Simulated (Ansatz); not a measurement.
# BBrH3OSi radical: basis-set convergence

How large a basis does BBrH3OSi radical need? Two functionals are run in growing sets.

Computed with Ansatz 0.2.0, Gaussian basis. Level: one geometry, several basis sets.

Levels to be run: PBE0-D4/def2-SVP; ωB97M-V/def2-SVP; PBE0-D4/def2-QZVPP; ωB97M-V/def2-QZVPP; the functionals' def2-TZVPP values are taken from earlier runs.

**1. The relaxed structure**

An earlier PBE0-D4 in a triple-zeta def2 set relaxation fixed the geometry.

7 atoms, charge 0, spin multiplicity 2.

Atoms are counted from 1 here; the program's logs count them from 0.

Bond lengths: Si1–O2 1.677 Å, Si1–H5 1.480 Å, Si1–H6 1.478 Å, Si1–H7 1.480 Å, O2–B3 1.316 Å, B3–Br4 1.934 Å. Angles: O2–Si1–H5 109.0°, O2–Si1–H6 105.7°, O2–Si1–H7 109.0°, H5–Si1–H6 111.0°, H5–Si1–H7 111.0°, H6–Si1–H7 111.0°, Si1–O2–B3 135.5°, O2–B3–Br4 124.7°.

**2. PBE0-D4 in def2-SVP**

Contents of in.yaml:

```yaml
crystal:
  periodic: [false, false, false]
  atoms:
    - {symbol: Si, position_ang: [0.147356, 0.893463, -0.014552]}
    - {symbol: O, position_ang: [-0.619925, -0.365439, 0.784822]}
    - {symbol: B, position_ang: [-0.696596, -1.669645, 0.627005]}
    - {symbol: Br, position_ang: [0.183360, -2.661939, -0.781144]}
    - {symbol: H, position_ang: [-0.341588, 0.946544, -1.410838]}
    - {symbol: H, position_ang: [-0.221322, 2.120332, 0.722856]}
    - {symbol: H, position_ang: [1.610014, 0.668684, 0.026051]}
basis:
  gaussian: {orbitals: def2-SVP}
magnetization: {spin_polarized: true, initial_magnetization: 1}
hamiltonian: {xc: pbe0, dispersion: d4}
output: {orbitals: {seedname: orbitals}}
```

After this run come: ωB97M-V in def2-SVP; PBE0-D4 in def2-QZVPP; ωB97M-V in def2-QZVPP.

Before running them: what should the planned runs give, taken together? Wanted: PBE0-D4: double and triple zeta above quadruple; ωB97M-V: double and triple zeta above quadruple.

The runs gave:

| quantity | value |
| --- | --- |
| PBE0-D4: double and triple zeta above quadruple | 16.41, 1.87 eV |
| ωB97M-V: double and triple zeta above quadruple | 16.38, 1.78 eV |

What this shows: For PBE0-D4 the step from double to triple zeta gains 14.55 eV and the next only 1.87 eV. These are total energies; as a rule much of such shifts cancels in differences, which this series doesn't test.
